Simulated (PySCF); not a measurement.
# H2O6Si3: relaxation and vibrations and intensities, part 1 of 2

The task, for H2O6Si3: 2 runs in a chain (relaxation and vibrations and intensities).

Method: relaxation, pbe0, def2-tzvp, and further levels as typed in the inputs, in PySCF 2.14.0.

**1. The structure to begin with**

Bond lengths: H1–O2 0.970 Å, O2–Si3 1.680 Å, Si3–O4 1.691 Å, O4–Si5 1.685 Å, Si5–O6 1.685 Å, O6–Si7 1.691 Å, Si7–O8 1.680 Å, O8–H9 0.970 Å, Si3–O10 1.722 Å, Si7–O10 1.722 Å, Si3–O11 1.722 Å, Si7–O11 1.722 Å. Angles (14 of 19 angles, heavy atoms first): O2–Si3–O4 107.7°, O2–Si3–O10 110.3°, O2–Si3–O11 137.9°, O4–Si3–O10 102.9°, O4–Si3–O11 102.9°, O10–Si3–O11 89.7°, Si3–O4–Si5 105.5°, O4–Si5–O6 128.2°, Si5–O6–Si7 105.5°, O6–Si7–O8 108.8°, O6–Si7–O10 102.9°, O6–Si7–O11 102.9°, O8–Si7–O10 134.0°, O8–Si7–O11 113.9°.

Coordinates:

```xyz
11

H    -3.3628   -0.0376   -0.8888
O    -3.1383   -0.9659   -1.0586
Si   -1.6155   -0.5260   -0.5018
O    -1.0641    0.7501   -1.4644
Si    0.1983    1.4537   -0.5973
O     0.8050    1.0044    0.9096
Si   -0.1245   -0.3232    1.3919
O     0.6179   -1.0534    2.7102
H     1.5625   -0.9247    2.5310
O    -1.7338    0.1921    1.0591
O    -0.1564   -1.3054   -0.0225
```

**2. Relaxation: H2O6Si3, charge +1**

Contents of run.py:

```python
from pyscf import gto, dft
from pyscf.geomopt.geometric_solver import optimize
mol = gto.M(atom="mol.xyz", basis="def2-tzvp", charge=1, spin=1, verbose=4)
mf = dft.UKS(mol, xc="pbe0").density_fit().run(conv_tol=1e-9)
for i in range(6):  # look for a lower solution of the same spin
    mo, _, ok, _ = mf.stability(return_status=True)
    if ok: break
    mf.kernel(mf.make_rdm1(mo, mf.mo_occ))
print(f"converged SCF energy = {mf.e_tot:.10f}, stable: {ok}")
mf = mf.newton()  # steadier than the usual iterations for open shells
m = optimize(mf, maxsteps=60)
print("optimised structure (A):")
for k in range(m.natm): print(m.atom_symbol(k), *(f"{x:.8f}" for x in m.atom_coords(unit="A")[k]))
```

Command:

```
$ python run.py
```

Log:

```text
470    -0.0000341364
9 O    -0.0000683076     0.0000468961     0.0001227043
10 O    -0.0000404158    -0.0001425034    -0.0000856591
----------------------------------------------
cycle 12: E = -1320.53591413  dE = -3.29116e-06  norm(grad) = 0.000709786

Geometry optimization cycle 13
Cartesian coordinates (Angstrom)
 Atom        New coordinates             dX        dY        dZ
   H  -3.815723  -0.563061  -1.073099    0.002096  0.005959 -0.007293
   O  -2.931335  -0.930661  -1.014365   -0.000353  0.000870 -0.001038
  Si  -1.647376  -0.309088  -0.359035    0.000203  0.001411 -0.002221
   O  -1.012933   1.012609  -1.266203   -0.003099  0.002580 -0.001825
  Si   0.354875   1.594893  -0.708607   -0.001562  0.003437 -0.006704
   O   0.958273   0.933678   0.604814    0.002586  0.001683 -0.009480
  Si   0.006965  -0.352204   1.245386    0.004824  0.002119 -0.006745
   O   0.573952  -0.929314   2.591025    0.010168  0.005221 -0.007819
   H   1.487786  -1.084411   2.839019    0.010479  0.005350 -0.009215
   O  -1.534005   0.260679   1.201627    0.003556 -0.000191 -0.001837
   O  -0.308517  -1.256027  -0.117753    0.001295  0.001620 -0.005610
New geometry
   1 H     -3.815722985574  -0.563060708653  -1.073098968607 AA   -7.210671409942  -1.064030530858  -2.027863155220 Bohr
   2 O     -2.931335164349  -0.930660675864  -1.014364739901 AA   -5.539420639926  -1.758693792285  -1.916871548829 Bohr
   3 Si    -1.647376405281  -0.309087980112  -0.359035178947 AA   -3.113090230051  -0.584091630807  -0.678478157294 Bohr
   4 O     -1.012932788024   1.012608773711  -1.266203025055 AA   -1.914165551958   1.913553253645  -2.392776935449 Bohr
   5 Si     0.354874944830   1.594893180681  -0.708607305521 AA    0.670616454200   3.013911309423  -1.339073737300 Bohr
   6 O      0.958273258738   0.933678081029   0.604814391374 AA    1.810874011510   1.764395861655   1.142933555892 Bohr
   7 Si     0.006965434133  -0.352204341398   1.245386085450 AA    0.013162762850  -0.665569745125   2.353438620844 Bohr
   8 O      0.573952164714  -0.929313595142   2.591025395463 AA    1.084612399911  -1.756148178654   4.896328379219 Bohr
   9 H      1.487786349360  -1.084411108249   2.839018598354 AA    2.811508732157  -2.049240001027   5.364967613435 Bohr
  10 O     -1.534005023272   0.260679382980   1.201627241305 AA   -2.898849367692   0.492612640152   2.270746389883 Bohr
  11 O     -0.308516580163  -1.256027174683  -0.117753334122 AA   -0.583011841396  -2.373547365162  -0.222521551744 Bohr

******** <class 'pyscf.scf.hf.SecondOrderDFUKS_Scanner'> ********
method = SecondOrderDFUKS_Scanner
initial guess = minao
damping factor = 0
level_shift factor = 0
DIIS = <class 'pyscf.scf.diis.CDIIS'>
diis_start_cycle = 1
diis_space = 8
diis_damp = 0
SCF conv_tol = 1e-09
SCF conv_tol_grad = None
SCF max_cycles = 50
direct_scf = False
number electrons alpha = 46  beta = 45
XC library pyscf.dft.libxc version 7.0.0
    S. Lehtola, C. Steigemann, M. J.T. Oliveira, and M. A.L. Marques.,  SoftwareX 7, 1–5 (2018)
XC functionals = pbe0
    C. Adamo and V. Barone.,  J. Chem. Phys. 110, 6158 (1999)
    M. Ernzerhof and G. E. Scuseria.,  J. Chem. Phys. 110, 5029 (1999)
radial grids:
    Treutler-Ahlrichs [JCP 102, 346 (1995); DOI:10.1063/1.469408] (M4) radial grids

becke partition: Becke, JCP 88, 2547 (1988); DOI:10.1063/1.454033
pruning grids: <function nwchem_prune at 0xfcdbd68e00e0>
grids dens level: 3
symmetrized grids: False
atomic radii adjust function: <function treutler_atomic_radii_adjust at 0xfcdbd68e07c0>
small_rho_cutoff = 0
******** <class 'pyscf.df.df_jk.DFUKS'> Newton solver flags ********
SCF tol = 1e-09
conv_tol_grad = None
max. SCF cycles = 50
direct_scf = False
max_cycle_inner = 12
max_stepsize = 0.05
ah_start_tol = 1e+09
ah_level_shift = 0
ah_conv_tol = 1e-12
ah_lindep = 1e-14
ah_start_cycle = 1
ah_max_cycle = 40
ah_grad_trust_region = 2.5
kf_interval = 4
kf_trust_region = 5
canonicalization = True
Set conv_tol_grad to 3.16228e-05
tot grids = 161648
******** <class 'pyscf.df.df.DF'> ********
auxbasis = def2-tzvp-jkfit
[... the frontier-level lines of each cycle are left out ...]
Initial guess E= -1320.53591675074  |g|= 0.00112876
macro= 0  E= -1320.5359175105  delta_E= -7.59763e-07  |g|= 0.000114553  2 KF 8 JK
macro= 1  E= -1320.5359175105  delta_E= -3.18323e-12  |g|= 6.93458e-06  1 KF 2 JK
Canonicalize SCF orbitals
macro X = 2  E=-1320.5359175105  |g|= 6.93458e-06  total 4 KF 13 JK
converged SCF energy = -1320.5359175105  <S^2> = 0.75293975  2S+1 = 2.0029376

******** <class 'pyscf.grad.rhf.Gradients_Scanner'> for <class 'pyscf.scf.hf.SecondOrderDFUKS_Scanner'> ********
unit = Eh/Bohr
grid_response = False
--------------- SecondOrderDFUKS_Scanner gradients ---------------
         x                y                z
0 H     0.0000082187    -0.0000403145     0.0002291512
1 O    -0.0001000339    -0.0000098255    -0.0004127008
2 Si     0.0000833992     0.0001672981    -0.0000254498
3 O    -0.0000523286    -0.0002179053     0.0002255940
4 Si     0.0001638000     0.0003096615    -0.0001725287
5 O    -0.0000526974    -0.0003330952     0.0000839590
6 Si     0.0000358736     0.0003346808    -0.0001805619
7 O     0.0000792016    -0.0000340283     0.0002239137
8 H    -0.0000318698     0.0000345469     0.0000144282
9 O    -0.0001757120    -0.0000518734     0.0001780392
10 O     0.0000083990    -0.0002227684    -0.0000313671
----------------------------------------------
cycle 13: E = -1320.53591751  dE = -3.37865e-06  norm(grad) = 0.000983071

Geometry optimization cycle 14
Cartesian coordinates (Angstrom)
 Atom        New coordinates             dX        dY        dZ
   H  -3.812337  -0.553162  -1.085952    0.003386  0.009899 -0.012853
   O  -2.932355  -0.929218  -1.014866   -0.001020  0.001442 -0.000501
  Si  -1.646936  -0.306007  -0.363708    0.000441  0.003081 -0.004673
   O  -1.018693   1.017407  -1.271679   -0.005761  0.004799 -0.005476
  Si   0.351316   1.601192  -0.721536   -0.003559  0.006299 -0.012928
   O   0.962379   0.938749   0.587621    0.004106  0.005071 -0.017193
  Si   0.015695  -0.347652   1.232587    0.008730  0.004553 -0.012799
   O   0.591599  -0.920798   2.575745    0.017647  0.008516 -0.015280
   H   1.506043  -1.076303   2.820803    0.018257  0.008108 -0.018216
   O  -1.526936   0.262099   1.196998    0.007069  0.001419 -0.004630
   O  -0.305801  -1.251831  -0.128730    0.002715  0.004196 -0.010976
New geometry
   1 H     -3.812337104743  -0.553161664960  -1.085951510126 AA   -7.204273022481  -1.045324049383  -2.052150938696 Bohr
   2 O     -2.932354766271  -0.929218497619  -1.014865974696 AA   -5.541347408316  -1.755968470379  -1.917818745316 Bohr
   3 Si    -1.646935583844  -0.306007420459  -0.363707685372 AA   -3.112257198266  -0.578270216752  -0.687307914753 Bohr
   4 O     -1.018693358694   1.017407485543  -1.271679398119 AA   -1.925051452846   1.922621504759  -2.403125780697 Bohr
   5 Si     0.351315791616   1.601192243773  -0.721535550115 AA    0.663890629388   3.025814813509  -1.363504578855 Bohr
   6 O      0.962379058320   0.938748923057   0.587621232369 AA    1.818632848241   1.773978364308   1.110443194156 Bohr
   7 Si     0.015695369130  -0.347651673029   1.232586714974 AA    0.029659949080  -0.656966448772   2.329251316078 Bohr
   8 O      0.591598807664  -0.920797598410   2.575745392815 AA    1.117959722104  -1.740055277151   4.867453359030 Bohr
   9 H      1.506042933099  -1.076303210177   2.820802821810 AA    2.846008675394  -2.033918294225   5.330544784622 Bohr
  10 O     -1.526935632404   0.262098744269   1.196997691132 AA   -2.885490155084   0.495294844261   2.261997807977 Bohr
  11 O     -0.305801201232  -1.251830859448  -0.128729741546 AA   -0.577880518892  -2.365617478637  -0.243263955608 Bohr

******** <class 'pyscf.scf.hf.SecondOrderDFUKS_Scanner'> ********
method = SecondOrderDFUKS_Scanner
initial guess = minao
damping factor = 0
level_shift factor = 0
DIIS = <class 'pyscf.scf.diis.CDIIS'>
diis_start_cycle = 1
diis_space = 8
diis_damp = 0
SCF conv_tol = 1e-09
SCF conv_tol_grad = None
SCF max_cycles = 50
direct_scf = False
[... 790 lines left out ...]
New geometry
   1 H     -3.796913456417  -0.463142989887  -1.289722919773 AA   -7.175126551303  -0.875213407398  -2.437223094946 Bohr
   2 O     -2.988456372958  -0.892541155513  -1.002527764143 AA   -5.647364080102  -1.686658338823  -1.894502906503 Bohr
   3 Si    -1.667690376777  -0.247653799982  -0.452314817967 AA   -3.151478072681  -0.467997855674  -0.854751128040 Bohr
   4 O     -1.124427381252   1.092391518827  -1.392024564526 AA   -2.124859797529   2.064320791381  -2.630545185620 Bohr
   5 Si     0.267016821825   1.696056424823  -0.919713550953 AA    0.504588663900   3.205082134725  -1.738006724352 Bohr
   6 O      0.975231677997   1.032572475095   0.338413260631 AA    1.842920779414   1.951279181694   0.639508379514 Bohr
   7 Si     0.092426145348  -0.273463989199   1.036396409886 AA    0.174660101457  -0.516772044518   1.958505371166 Bohr
   8 O      0.758931600258  -0.848835157567   2.336639167423 AA    1.434172871766  -1.604065972703   4.415608078361 Bohr
   9 H      1.687675153296  -1.023334592592   2.504041842301 AA    3.189243826963  -1.933822113793   4.731953286401 Bohr
  10 O     -1.455243098887   0.316780259698   1.100172904897 AA   -2.750010901560   0.598627932499   2.079025479923 Bohr
  11 O     -0.302102467972  -1.175148283196  -0.307352504290 AA   -0.570890926022  -2.220708410994  -0.580812056807 Bohr

******** <class 'pyscf.scf.hf.SecondOrderDFUKS_Scanner'> ********
method = SecondOrderDFUKS_Scanner
initial guess = minao
damping factor = 0
level_shift factor = 0
DIIS = <class 'pyscf.scf.diis.CDIIS'>
diis_start_cycle = 1
diis_space = 8
diis_damp = 0
SCF conv_tol = 1e-09
SCF conv_tol_grad = None
SCF max_cycles = 50
direct_scf = False
number electrons alpha = 46  beta = 45
XC library pyscf.dft.libxc version 7.0.0
    S. Lehtola, C. Steigemann, M. J.T. Oliveira, and M. A.L. Marques.,  SoftwareX 7, 1–5 (2018)
XC functionals = pbe0
    C. Adamo and V. Barone.,  J. Chem. Phys. 110, 6158 (1999)
    M. Ernzerhof and G. E. Scuseria.,  J. Chem. Phys. 110, 5029 (1999)
radial grids:
    Treutler-Ahlrichs [JCP 102, 346 (1995); DOI:10.1063/1.469408] (M4) radial grids

becke partition: Becke, JCP 88, 2547 (1988); DOI:10.1063/1.454033
pruning grids: <function nwchem_prune at 0xfcdbd68e00e0>
grids dens level: 3
symmetrized grids: False
atomic radii adjust function: <function treutler_atomic_radii_adjust at 0xfcdbd68e07c0>
small_rho_cutoff = 0
******** <class 'pyscf.df.df_jk.DFUKS'> Newton solver flags ********
SCF tol = 1e-09
conv_tol_grad = None
max. SCF cycles = 50
direct_scf = False
max_cycle_inner = 12
max_stepsize = 0.05
ah_start_tol = 1e+09
ah_level_shift = 0
ah_conv_tol = 1e-12
ah_lindep = 1e-14
ah_start_cycle = 1
ah_max_cycle = 40
ah_grad_trust_region = 2.5
kf_interval = 4
kf_trust_region = 5
canonicalization = True
Set conv_tol_grad to 3.16228e-05
tot grids = 161648
******** <class 'pyscf.df.df.DF'> ********
auxbasis = def2-tzvp-jkfit
Initial guess E= -1320.53600547217  |g|= 0.000430082
macro= 0  E= -1320.53600559057  delta_E= -1.18402e-07  |g|= 4.0838e-05  2 KF 7 JK
macro= 1  E= -1320.53600559057  delta_E= -1.36424e-12  |g|= 5.75177e-06  1 KF 2 JK
Canonicalize SCF orbitals
macro X = 2  E=-1320.53600559057  |g|= 5.75177e-06  total 4 KF 12 JK
converged SCF energy = -1320.53600559057  <S^2> = 0.7529476  2S+1 = 2.0029454

******** <class 'pyscf.grad.rhf.Gradients_Scanner'> for <class 'pyscf.scf.hf.SecondOrderDFUKS_Scanner'> ********
unit = Eh/Bohr
grid_response = False
--------------- SecondOrderDFUKS_Scanner gradients ---------------
         x                y                z
0 H    -0.0000216537    -0.0001047858     0.0000207416
1 O    -0.0000222326     0.0001196280     0.0000415828
2 Si     0.0002307543    -0.0000684138    -0.0000592156
3 O    -0.0000295876    -0.0000802922     0.0000408726
4 Si     0.0000667614     0.0001310788    -0.0000688554
5 O    -0.0000471071    -0.0001154854     0.0000297449
6 Si     0.0001198545     0.0003825389    -0.0001745738
7 O    -0.0001425557    -0.0001973962     0.0003152901
8 H     0.0000933983     0.0000353408    -0.0001092978
9 O    -0.0000004982     0.0000291089     0.0001382209
10 O    -0.0000120104    -0.0000878254    -0.0000914172
----------------------------------------------
cycle 22: E = -1320.53600559  dE = -4.02017e-07  norm(grad) = 0.000741363

Geometry optimization cycle 23
Cartesian coordinates (Angstrom)
 Atom        New coordinates             dX        dY        dZ
   H  -3.797536  -0.462101  -1.290671   -0.000623  0.001042 -0.000948
   O  -2.989528  -0.892396  -1.003479   -0.001072  0.000146 -0.000951
  Si  -1.668785  -0.247950  -0.452740   -0.001094 -0.000296 -0.000425
   O  -1.125271   1.092176  -1.392158   -0.000843 -0.000216 -0.000133
  Si   0.266127   1.695585  -0.919569   -0.000890 -0.000471  0.000144
   O   0.974326   1.032080   0.338498   -0.000906 -0.000492  0.000085
  Si   0.091371  -0.274015   1.036168   -0.001055 -0.000551 -0.000229
   O   0.758347  -0.848941   2.336138   -0.000585 -0.000106 -0.000501
   H   1.686934  -1.023439   2.504171   -0.000741 -0.000104  0.000129
   O  -1.456351   0.316215   1.099766   -0.001108 -0.000566 -0.000407
   O  -0.303147  -1.175445  -0.307626   -0.001045 -0.000297 -0.000274
New geometry
   1 H     -3.797536105088  -0.462100932495  -1.290671197045 AA   -7.176303186764  -0.873244204322  -2.439015079280 Bohr
   2 O     -2.989528121350  -0.892395621286  -1.003478749317 AA   -5.649389391038  -1.686383318993  -1.896300008029 Bohr
   3 Si    -1.668784507918  -0.247949839319  -0.452739624075 AA   -3.153545680882  -0.468557288942  -0.855553895241 Bohr
   4 O     -1.125270768356   1.092175559303  -1.392157615434 AA   -2.126453568172   2.063912687027  -2.630796615398 Bohr
   5 Si     0.266127196553   1.695585138000  -0.919569075529 AA    0.502907515784   3.204191531703  -1.737733705368 Bohr
   6 O      0.974325624637   1.032080395346   0.338498113233 AA    1.841208586710   1.950349285736   0.639668727692 Bohr
   7 Si     0.091371052623  -0.274015098270   1.036167660483 AA    0.172666265171  -0.517813489726   1.958073097444 Bohr
   8 O      0.758347036235  -0.848941114306   2.336137992646 AA    1.433068205860  -1.604266201922   4.414660995292 Bohr
   9 H      1.686933880147  -1.023438873615   2.504171275078 AA    3.187843023728  -1.934019176365   4.732197878901 Bohr
  10 O     -1.456351390695   0.316214523965   1.099766392136 AA   -2.752105269543   0.597558846904   2.078257282138 Bohr
  11 O     -0.303147083536  -1.175445160293  -0.307626376027 AA   -0.572864963343  -2.221269427399  -0.581329599383 Bohr

******** <class 'pyscf.scf.hf.SecondOrderDFUKS_Scanner'> ********
method = SecondOrderDFUKS_Scanner
initial guess = minao
damping factor = 0
level_shift factor = 0
DIIS = <class 'pyscf.scf.diis.CDIIS'>
diis_start_cycle = 1
diis_space = 8
diis_damp = 0
SCF conv_tol = 1e-09
SCF conv_tol_grad = None
SCF max_cycles = 50
direct_scf = False
number electrons alpha = 46  beta = 45
XC library pyscf.dft.libxc version 7.0.0
    S. Lehtola, C. Steigemann, M. J.T. Oliveira, and M. A.L. Marques.,  SoftwareX 7, 1–5 (2018)
XC functionals = pbe0
    C. Adamo and V. Barone.,  J. Chem. Phys. 110, 6158 (1999)
    M. Ernzerhof and G. E. Scuseria.,  J. Chem. Phys. 110, 5029 (1999)
radial grids:
    Treutler-Ahlrichs [JCP 102, 346 (1995); DOI:10.1063/1.469408] (M4) radial grids

becke partition: Becke, JCP 88, 2547 (1988); DOI:10.1063/1.454033
pruning grids: <function nwchem_prune at 0xfcdbd68e00e0>
grids dens level: 3
symmetrized grids: False
atomic radii adjust function: <function treutler_atomic_radii_adjust at 0xfcdbd68e07c0>
small_rho_cutoff = 0
******** <class 'pyscf.df.df_jk.DFUKS'> Newton solver flags ********
SCF tol = 1e-09
conv_tol_grad = None
max. SCF cycles = 50
direct_scf = False
max_cycle_inner = 12
max_stepsize = 0.05
ah_start_tol = 1e+09
ah_level_shift = 0
ah_conv_tol = 1e-12
ah_lindep = 1e-14
ah_start_cycle = 1
ah_max_cycle = 40
ah_grad_trust_region = 2.5
kf_interval = 4
kf_trust_region = 5
canonicalization = True
Set conv_tol_grad to 3.16228e-05
tot grids = 161648
******** <class 'pyscf.df.df.DF'> ********
auxbasis = def2-tzvp-jkfit
Initial guess E= -1320.53600636892  |g|= 0.000215046
macro= 0  E= -1320.53600638916  delta_E= -2.02363e-08  |g|= 1.61168e-05  2 KF 6 JK
macro= 1  E= -1320.53600638916  delta_E= 0  |g|= 6.04924e-06  1 KF 2 JK
Canonicalize SCF orbitals
macro X = 2  E=-1320.53600638916  |g|= 6.04924e-06  total 4 KF 11 JK
converged SCF energy = -1320.53600638916  <S^2> = 0.75294707  2S+1 = 2.0029449

******** <class 'pyscf.grad.rhf.Gradients_Scanner'> for <class 'pyscf.scf.hf.SecondOrderDFUKS_Scanner'> ********
unit = Eh/Bohr
grid_response = False
--------------- SecondOrderDFUKS_Scanner gradients ---------------
         x                y                z
0 H    -0.0000199840    -0.0000827673     0.0000231227
1 O     0.0000189824     0.0001231250     0.0000433379
2 Si     0.0001284571    -0.0000754607    -0.0000750911
3 O     0.0000010934    -0.0000650041     0.0000519843
4 Si     0.0000281092     0.0000704061    -0.0000363188
5 O    -0.0000322438    -0.0001115330     0.0000337984
6 Si     0.0001413277     0.0003100125    -0.0001022617
7 O    -0.0001130928    -0.0001280277     0.0002033734
8 H     0.0000712496     0.0000320437    -0.0000943440
9 O     0.0000093977     0.0000033019     0.0000680367
10 O     0.0000010644    -0.0000328263    -0.0000331006
----------------------------------------------
cycle 23: E = -1320.53600639  dE = -7.98585e-07  norm(grad) = 0.000548289
optimised structure (A):
H -3.79753611 -0.46210093 -1.29067120
O -2.98952812 -0.89239562 -1.00347875
Si -1.66878451 -0.24794984 -0.45273962
O -1.12527077 1.09217556 -1.39215762
Si 0.26612720 1.69558514 -0.91956908
O 0.97432562 1.03208040 0.33849811
Si 0.09137105 -0.27401510 1.03616766
O 0.75834704 -0.84894111 2.33613799
H 1.68693388 -1.02343887 2.50417128
O -1.45635139 0.31621452 1.09976639
O -0.30314708 -1.17544516 -0.30762638
```

Run time: 2 h. Hardware: 3 threads of Arm Neoverse N1, shared host.

(Continued in part 2 of 2.)
